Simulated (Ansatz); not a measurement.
Born–Oppenheimer molecular dynamics of a periodic cell of 16 atoms, Li (start crystal Li, start structure bcc, volume 1.05 times the crystal's). It starts from a structure without forces on its atoms.

These are results of DFT PBE, scalar-relativistic, plane waves, PAW in Ansatz, not measurements. Settings: cutoff 420 eV, k mesh 2x2x2, fermi-dirac smearing 0.1 eV, no spin polarisation.

```
ensemble        : NVT, Langevin thermostat
time step       : 1.5 fs
steps asked     : 200
set temperature : 900 K
friction        : 0.02 /fs
seed            : 227151
```

Frames 1.5 fs apart, positions in Å, forces in eV/Å.

Velocities at 135.0 fs (Å/ps):

```
Li 8.91 -3.46 21.13
Li 2.14 1.43 -4.72
Li -7.05 4.91 -9.70
Li 1.86 -5.87 -3.58
Li -9.68 -8.48 -12.61
Li -10.59 -2.61 7.28
Li -22.17 14.22 19.59
Li 13.58 6.22 -8.10
Li -18.54 -0.14 -6.52
Li 6.57 8.03 -2.24
Li -2.43 -13.76 -21.02
Li -9.78 3.08 -4.94
Li 11.53 8.22 9.65
Li 11.26 3.10 9.22
Li 16.66 3.43 12.14
Li 9.53 2.08 4.79
```

```xyz
16
Lattice="7.0944 0.0000 0.0000 0.0000 7.0944 0.0000 0.0000 0.0000 7.0944" Properties=species:S:1:pos:R:3:forces:R:3 time_fs=135.0 energy_less_start_eV=2.160 T=867
Li -0.175 -0.120 0.332 -0.17 0.17 0.05
Li 3.995 -0.240 0.348 -0.13 0.13 -0.28
Li -0.370 3.296 0.798 0.07 0.31 0.14
Li -0.469 0.198 3.663 0.43 -0.20 0.02
Li 1.960 2.051 1.678 -0.36 -0.83 -0.20
Li 3.600 3.382 0.268 0.06 0.24 -0.34
Li 3.413 0.734 4.196 0.20 -0.62 -0.13
Li 4.846 1.652 2.297 0.21 0.36 -0.29
Li 0.469 3.285 3.823 -0.92 -0.11 -0.11
Li 1.627 5.341 1.699 -0.34 0.07 0.05
Li 1.829 1.270 5.875 -0.54 0.35 0.36
Li 2.701 3.254 3.590 0.97 0.18 0.62
Li 3.930 5.253 2.618 0.83 0.08 0.20
Li 5.753 2.172 5.718 -0.26 -0.43 -0.18
Li 1.508 5.175 5.593 0.26 0.06 0.13
Li 5.645 4.927 5.419 -0.31 0.25 -0.05
16
Lattice="7.0944 0.0000 0.0000 0.0000 7.0944 0.0000 0.0000 0.0000 7.0944" Properties=species:S:1:pos:R:3:forces:R:3 time_fs=136.5 energy_less_start_eV=2.155 T=862
Li -0.163 -0.124 0.363 -0.19 0.18 0.02
Li 4.000 -0.237 0.340 -0.13 0.12 -0.27
Li -0.378 3.304 0.783 0.10 0.33 0.17
Li -0.465 0.190 3.656 0.42 -0.19 0.03
Li 1.942 2.040 1.659 -0.34 -0.82 -0.16
Li 3.583 3.378 0.277 0.09 0.24 -0.35
Li 3.380 0.752 4.228 0.36 -0.63 -0.28
Li 4.869 1.662 2.285 0.14 0.32 -0.22
Li 0.442 3.286 3.816 -0.86 -0.09 -0.12
Li 1.636 5.353 1.692 -0.32 0.05 0.07
Li 1.823 1.251 5.845 -0.64 0.37 0.48
Li 2.687 3.258 3.585 0.93 0.18 0.57
Li 3.946 5.266 2.632 0.80 0.08 0.19
Li 5.765 2.176 5.730 -0.28 -0.46 -0.19
Li 1.534 5.181 5.609 0.23 0.04 0.10
Li 5.657 4.926 5.431 -0.31 0.27 -0.04
16
Lattice="7.0944 0.0000 0.0000 0.0000 7.0944 0.0000 0.0000 0.0000 7.0944" Properties=species:S:1:pos:R:3:forces:R:3 time_fs=138.0 energy_less_start_eV=2.161 T=769
Li -0.151 -0.129 0.390 -0.20 0.19 -0.02
Li 4.008 -0.232 0.332 -0.13 0.12 -0.26
Li -0.380 3.312 0.764 0.12 0.35 0.20
Li -0.462 0.184 3.648 0.41 -0.19 0.05
Li 1.919 2.031 1.643 -0.32 -0.82 -0.12
Li 3.562 3.375 0.282 0.11 0.24 -0.36
Li 3.351 0.766 4.263 0.51 -0.63 -0.43
Li 4.893 1.674 2.273 0.07 0.29 -0.17
Li 0.413 3.286 3.808 -0.80 -0.07 -0.13
Li 1.643 5.365 1.685 -0.29 0.03 0.09
Li 1.815 1.234 5.819 -0.75 0.40 0.59
Li 2.675 3.260 3.579 0.89 0.18 0.54
Li 3.962 5.277 2.645 0.78 0.08 0.19
Li 5.772 2.179 5.738 -0.29 -0.49 -0.20
Li 1.563 5.191 5.622 0.20 0.02 0.07
Li 5.668 4.923 5.447 -0.31 0.29 -0.04
16
Lattice="7.0944 0.0000 0.0000 0.0000 7.0944 0.0000 0.0000 0.0000 7.0944" Properties=species:S:1:pos:R:3:forces:R:3 time_fs=139.5 energy_less_start_eV=2.173 T=827
Li -0.139 -0.138 0.418 -0.22 0.21 -0.05
Li 4.019 -0.226 0.326 -0.14 0.12 -0.25
Li -0.377 3.320 0.744 0.13 0.37 0.22
Li -0.460 0.180 3.642 0.40 -0.19 0.06
Li 1.893 2.023 1.628 -0.29 -0.82 -0.09
Li 3.543 3.374 0.285 0.13 0.24 -0.37
Li 3.329 0.777 4.296 0.64 -0.63 -0.55
Li 4.916 1.690 2.263 0.02 0.27 -0.13
Li 0.384 3.284 3.799 -0.73 -0.05 -0.13
Li 1.644 5.376 1.683 -0.25 0.01 0.11
Li 1.805 1.222 5.797 -0.85 0.43 0.68
Li 2.665 3.260 3.567 0.85 0.19 0.51
Li 3.979 5.290 2.651 0.75 0.07 0.18
Li 5.776 2.183 5.744 -0.30 -0.52 -0.20
Li 1.594 5.204 5.636 0.16 -0.01 0.04
Li 5.681 4.918 5.462 -0.31 0.32 -0.04
16
Lattice="7.0944 0.0000 0.0000 0.0000 7.0944 0.0000 0.0000 0.0000 7.0944" Properties=species:S:1:pos:R:3:forces:R:3 time_fs=141.0 energy_less_start_eV=2.181 T=864
Li -0.126 -0.148 0.451 -0.25 0.23 -0.10
Li 4.035 -0.219 0.321 -0.15 0.13 -0.25
Li -0.378 3.330 0.727 0.15 0.39 0.24
Li -0.454 0.178 3.641 0.39 -0.19 0.07
Li 1.864 2.016 1.614 -0.26 -0.81 -0.07
Li 3.527 3.377 0.289 0.14 0.23 -0.36
Li 3.312 0.787 4.330 0.77 -0.63 -0.66
Li 4.937 1.711 2.254 -0.02 0.24 -0.09
Li 0.352 3.279 3.789 -0.66 -0.02 -0.13
Li 1.638 5.388 1.681 -0.20 -0.02 0.14
Li 1.792 1.214 5.778 -0.94 0.45 0.76
Li 2.657 3.255 3.555 0.81 0.20 0.49
Li 3.998 5.304 2.652 0.72 0.06 0.18
Li 5.771 2.188 5.746 -0.31 -0.56 -0.20
Li 1.629 5.221 5.653 0.13 -0.04 0.01
Li 5.693 4.911 5.476 -0.30 0.35 -0.04
16
Lattice="7.0944 0.0000 0.0000 0.0000 7.0944 0.0000 0.0000 0.0000 7.0944" Properties=species:S:1:pos:R:3:forces:R:3 time_fs=142.5 energy_less_start_eV=2.179 T=837
Li -0.111 -0.156 0.482 -0.29 0.26 -0.14
Li 4.050 -0.211 0.316 -0.16 0.13 -0.24
Li -0.382 3.346 0.714 0.16 0.39 0.25
Li -0.448 0.174 3.644 0.36 -0.18 0.07
Li 1.835 2.013 1.603 -0.24 -0.80 -0.06
Li 3.514 3.381 0.296 0.14 0.22 -0.36
Li 3.301 0.794 4.360 0.86 -0.63 -0.73
Li 4.951 1.735 2.244 -0.04 0.20 -0.05
Li 0.317 3.270 3.784 -0.57 0.01 -0.13
Li 1.627 5.402 1.680 -0.13 -0.06 0.19
Li 1.775 1.207 5.764 -1.01 0.46 0.81
Li 2.651 3.249 3.544 0.75 0.23 0.48
Li 4.022 5.314 2.654 0.67 0.05 0.17
Li 5.765 2.192 5.746 -0.32 -0.58 -0.18
Li 1.669 5.239 5.671 0.09 -0.07 -0.02
Li 5.702 4.904 5.490 -0.30 0.38 -0.05
16
Lattice="7.0944 0.0000 0.0000 0.0000 7.0944 0.0000 0.0000 0.0000 7.0944" Properties=species:S:1:pos:R:3:forces:R:3 time_fs=144.0 energy_less_start_eV=2.158 T=942
Li -0.095 -0.161 0.511 -0.34 0.28 -0.18
Li 4.067 -0.202 0.307 -0.17 0.12 -0.22
Li -0.387 3.362 0.700 0.17 0.40 0.25
Li -0.443 0.170 3.652 0.34 -0.17 0.06
Li 1.806 2.013 1.593 -0.22 -0.79 -0.05
Li 3.503 3.380 0.301 0.15 0.22 -0.36
Li 3.293 0.797 4.384 0.93 -0.62 -0.78
Li 4.965 1.761 2.230 -0.05 0.16 -0.01
Li 0.277 3.266 3.780 -0.47 0.04 -0.15
Li 1.611 5.416 1.684 -0.04 -0.10 0.23
Li 1.756 1.202 5.755 -1.05 0.48 0.84
Li 2.651 3.245 3.534 0.69 0.24 0.47
Li 4.053 5.325 2.659 0.62 0.03 0.15
Li 5.759 2.192 5.745 -0.32 -0.60 -0.16
Li 1.708 5.253 5.695 0.05 -0.10 -0.06
Li 5.709 4.899 5.499 -0.29 0.40 -0.04
16
Lattice="7.0944 0.0000 0.0000 0.0000 7.0944 0.0000 0.0000 0.0000 7.0944" Properties=species:S:1:pos:R:3:forces:R:3 time_fs=145.5 energy_less_start_eV=2.130 T=967
Li -0.078 -0.164 0.538 -0.39 0.31 -0.22
Li 4.082 -0.191 0.290 -0.18 0.12 -0.19
Li -0.388 3.374 0.684 0.18 0.41 0.25
Li -0.440 0.172 3.662 0.32 -0.16 0.06
Li 1.778 2.015 1.584 -0.19 -0.77 -0.03
Li 3.497 3.376 0.303 0.15 0.22 -0.35
Li 3.282 0.793 4.405 0.97 -0.60 -0.81
Li 4.979 1.787 2.217 -0.06 0.11 0.02
Li 0.230 3.262 3.775 -0.35 0.06 -0.16
Li 1.596 5.432 1.692 0.05 -0.14 0.27
Li 1.734 1.198 5.750 -1.07 0.49 0.85
Li 2.654 3.242 3.528 0.61 0.25 0.46
Li 4.088 5.339 2.669 0.57 0.02 0.12
Li 5.753 2.190 5.746 -0.34 -0.61 -0.14
Li 1.746 5.266 5.723 0.01 -0.12 -0.09
Li 5.713 4.896 5.507 -0.28 0.42 -0.04
16
Lattice="7.0944 0.0000 0.0000 0.0000 7.0944 0.0000 0.0000 0.0000 7.0944" Properties=species:S:1:pos:R:3:forces:R:3 time_fs=147.0 energy_less_start_eV=2.100 T=1074
Li -0.058 -0.162 0.562 -0.44 0.32 -0.26
Li 4.097 -0.178 0.265 -0.18 0.11 -0.15
Li -0.386 3.385 0.668 0.19 0.41 0.26
Li -0.443 0.178 3.671 0.30 -0.16 0.06
Li 1.753 2.015 1.580 -0.17 -0.75 -0.02
Li 3.493 3.370 0.306 0.15 0.22 -0.34
Li 3.275 0.787 4.426 0.99 -0.59 -0.82
Li 4.990 1.818 2.205 -0.08 0.06 0.04
Li 0.180 3.254 3.771 -0.24 0.08 -0.18
Li 1.583 5.446 1.706 0.12 -0.18 0.31
Li 1.712 1.202 5.753 -1.07 0.50 0.84
Li 2.657 3.232 3.528 0.54 0.28 0.46
Li 4.120 5.353 2.684 0.52 0.00 0.08
Li 5.748 2.184 5.752 -0.35 -0.62 -0.13
Li 1.785 5.280 5.753 -0.03 -0.14 -0.12
Li 5.713 4.891 5.516 -0.27 0.44 -0.03
16
Lattice="7.0944 0.0000 0.0000 0.0000 7.0944 0.0000 0.0000 0.0000 7.0944" Properties=species:S:1:pos:R:3:forces:R:3 time_fs=148.5 energy_less_start_eV=2.071 T=1070
Li -0.037 -0.156 0.588 -0.49 0.34 -0.29
Li 4.112 -0.169 0.240 -0.17 0.11 -0.10
Li -0.383 3.397 0.654 0.21 0.42 0.26
Li -0.451 0.184 3.679 0.29 -0.15 0.06
Li 1.729 2.013 1.581 -0.15 -0.73 -0.01
Li 3.486 3.360 0.312 0.15 0.23 -0.34
Li 3.276 0.783 4.452 0.99 -0.57 -0.81
Li 4.998 1.851 2.193 -0.08 0.01 0.06
Li 0.131 3.246 3.766 -0.14 0.11 -0.19
Li 1.572 5.458 1.722 0.19 -0.22 0.34
Li 1.689 1.212 5.762 -1.05 0.50 0.80
Li 2.661 3.220 3.530 0.48 0.30 0.46
Li 4.151 5.364 2.706 0.48 -0.01 0.04
Li 5.743 2.173 5.761 -0.36 -0.62 -0.11
Li 1.824 5.294 5.783 -0.06 -0.16 -0.15
Li 5.710 4.884 5.525 -0.26 0.45 -0.03
16
Lattice="7.0944 0.0000 0.0000 0.0000 7.0944 0.0000 0.0000 0.0000 7.0944" Properties=species:S:1:pos:R:3:forces:R:3 time_fs=150.0 energy_less_start_eV=2.030 T=1154
Li -0.018 -0.148 0.613 -0.54 0.34 -0.32
Li 4.124 -0.162 0.220 -0.17 0.10 -0.05
Li -0.381 3.412 0.641 0.22 0.42 0.26
Li -0.456 0.190 3.686 0.27 -0.15 0.06
Li 1.704 2.011 1.586 -0.14 -0.71 0.01
Li 3.475 3.345 0.318 0.15 0.24 -0.34
Li 3.283 0.775 4.477 0.96 -0.54 -0.79
Li 5.004 1.888 2.181 -0.08 -0.05 0.08
Li 0.085 3.241 3.759 -0.07 0.13 -0.19
Li 1.560 5.474 1.743 0.25 -0.26 0.37
Li 1.661 1.225 5.773 -1.00 0.50 0.74
Li 2.664 3.214 3.534 0.43 0.30 0.46
Li 4.182 5.376 2.730 0.43 -0.02 0.00
Li 5.738 2.158 5.770 -0.36 -0.60 -0.10
Li 1.861 5.308 5.813 -0.10 -0.17 -0.17
Li 5.708 4.880 5.532 -0.25 0.45 -0.02
16
Lattice="7.0944 0.0000 0.0000 0.0000 7.0944 0.0000 0.0000 0.0000 7.0944" Properties=species:S:1:pos:R:3:forces:R:3 time_fs=151.5 energy_less_start_eV=1.976 T=1219
Li 0.000 -0.141 0.634 -0.59 0.35 -0.35
Li 4.135 -0.152 0.201 -0.16 0.10 0.00
Li -0.384 3.432 0.632 0.23 0.42 0.25
Li -0.457 0.193 3.695 0.26 -0.13 0.05
Li 1.679 2.008 1.591 -0.12 -0.68 0.03
Li 3.464 3.325 0.321 0.15 0.26 -0.34
Li 3.296 0.760 4.500 0.89 -0.50 -0.75
Li 5.007 1.928 2.171 -0.08 -0.11 0.10
Li 0.042 3.243 3.749 -0.01 0.14 -0.19
Li 1.545 5.490 1.764 0.31 -0.30 0.40
Li 1.630 1.242 5.788 -0.93 0.48 0.66
Li 2.663 3.212 3.544 0.39 0.30 0.46
Li 4.215 5.388 2.756 0.39 -0.04 -0.04
Li 5.730 2.139 5.777 -0.35 -0.56 -0.08
Li 1.898 5.324 5.844 -0.13 -0.17 -0.18
Li 5.706 4.883 5.535 -0.24 0.44 -0.01
```

Of the whole run (300 fs, mean temperature of the second half 1013 K): The mean temperature of the second half is 13 % above the set value. A run of 0.3 ps of so small a system gives no equilibrium averages. Limits of this set-up: coarse k mesh.

Time of the run: 9.4 min on 1 thread of Arm Neoverse V2 (shared host), peak memory 0.51 GiB.
